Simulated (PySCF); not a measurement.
# Changing the system itself: Co⁺ (triplet)

One physical setting of the base script is moved in each run, with the edits that it forces.

Computed with PySCF 2.14.0. Level: each script names its method and basis.

4 further runs of the same task are left out: 4 that didn't finish.

## Step 1: The atom

Co⁺ (triplet): 1 atom, charge 1, spin multiplicity 3.

## Step 2: Base script

The input, input.py:

```python
from pyscf import gto, scf, mcscf

mol = gto.M(
    atom='Co 0 0 0',
    basis='x2c-tzvpall',
    charge=1,
    spin=2,
    verbose=4,
)
mf = scf.ROHF(mol)
mf = mf.sfx2c1e()
mf = mf.density_fit(auxbasis='def2-universal-jkfit')
mf.level_shift = 0.3
mf = mf.newton()
mf.kernel()
mc = mcscf.CASSCF(mf, 4, 4)
mc.kernel()
mc.analyze()
mf.dip_moment()
print('orbital energies (hartree):', mf.mo_energy[..., max(0, mol.nelec[1]-3):mol.nelec[0]+3].round(4))
```

Started as:

```sh
$ OMP_NUM_THREADS=1 python input.py
```

The log of this run is left out.

Base result: E(SCF) = -1391.565030 Eh, 7 macro-iterations, E(CAS) − E(SCF) = -0.01264 Eh.

No search for the lowest state was made; open d or f shells can end in a higher solution. The triplet is typed in the script; nothing here shows that it is the ground state.

## Step 3: Electric field -0.01 a.u.

Run 1 changes electric field: none → -0.01 a.u.

The input, input.py:

```python
from pyscf import gto, scf, mcscf

mol = gto.M(
    atom='Co 0 0 0',
    basis='x2c-tzvpall',
    charge=1,
    spin=2,
    verbose=4,
)
mf = scf.ROHF(mol)
mf = mf.sfx2c1e()
mf = mf.density_fit(auxbasis='def2-universal-jkfit')
field = -0.01  # electric field along z, atomic units
h = mf.get_hcore() + field*mol.intor('int1e_r')[2]
mf.get_hcore = lambda *args: h
e_nuc = mol.energy_nuc() - field*mol.atom_charges() @ mol.atom_coords()[:, 2]
mf.energy_nuc = lambda *args: e_nuc
mf.level_shift = 0.3
mf = mf.newton()
mf.kernel()
mc = mcscf.CASSCF(mf, 4, 4)
mc.kernel()
mc.analyze()
mf.dip_moment()
print('orbital energies (hartree):', mf.mo_energy[..., max(0, mol.nelec[1]-3):mol.nelec[0]+3].round(4))
```

Started as:

```sh
$ OMP_NUM_THREADS=1 python input.py
```

## Step 4: Septet

Run 2 changes spin (2S): 2 → 6; active space: 4 electrons in 4 orbitals → 6 electrons in 7 orbitals.

input.py, as its differences from that of step 2:

```diff
@@ -6,3 +6,3 @@
     charge=1,
-    spin=2,
+    spin=6,
     verbose=4,
@@ -15,3 +15,3 @@
 mf.kernel()
-mc = mcscf.CASSCF(mf, 4, 4)
+mc = mcscf.CASSCF(mf, 7, 6)
 mc.kernel()
```

## Step 5: PCM, ε = 20.5

Run 3 changes solvent: none (gas phase) → PCM, ε = 20.5; step after the SCF: casscf → analyze.

The input, input.py:

```python
from pyscf import gto, scf, solvent

mol = gto.M(
    atom='Co 0 0 0',
    basis='x2c-tzvpall',
    charge=1,
    spin=2,
    verbose=4,
)
mf = scf.ROHF(mol)
mf = mf.sfx2c1e()
mf = mf.density_fit(auxbasis='def2-universal-jkfit')
mf = solvent.PCM(mf)
mf.with_solvent.eps = 20.5
mf.level_shift = 0.3
mf = mf.newton()
mf.kernel()
mf.analyze()
print('orbital energies (hartree):', mf.mo_energy[..., max(0, mol.nelec[1]-3):mol.nelec[0]+3].round(4))
```

## Step 6: PCM, ε = 2.27

Run 4 changes solvent: none (gas phase) → PCM, ε = 2.27; step after the SCF: casscf → analyze.

The input, input.py:

```python
from pyscf import gto, scf, solvent

mol = gto.M(
    atom='Co 0 0 0',
    basis='x2c-tzvpall',
    charge=1,
    spin=2,
    verbose=4,
)
mf = scf.ROHF(mol)
mf = mf.sfx2c1e()
mf = mf.density_fit(auxbasis='def2-universal-jkfit')
mf = solvent.PCM(mf)
mf.with_solvent.eps = 2.27
mf.level_shift = 0.3
mf = mf.newton()
mf.kernel()
mf.analyze()
print('orbital energies (hartree):', mf.mo_energy[..., max(0, mol.nelec[1]-3):mol.nelec[0]+3].round(4))
```

What does the calculation give? Wanted: for each run, E(SCF); from base; after the SCF.

The runs gave:

```csv
run,E(SCF) (hartree),from base (eV),cycles,after the SCF
base,-1391.565030,0,7 macro,CASSCF correlation -0.344 eV
electric field -0.01 a.u.,-1391.565275,not comparable,10 macro,CASSCF correlation -0.348 eV
septet,-1391.383543,+4.9385,8 macro,n/a
"PCM, ε = 20.5",-1391.670040,-2.8575,8 macro,n/a
"PCM, ε = 2.27",-1391.527259,+1.0278,7 macro,n/a
```

Of the runs whose energies can be compared, “septet” moves the SCF energy most (+4.939 eV). The septet solution found lies 4.94 eV above the base triplet at this geometry and level. A continuum solvent with ε = 20.5 lowers the energy by 2.857 eV, a large gain because the system is charged.
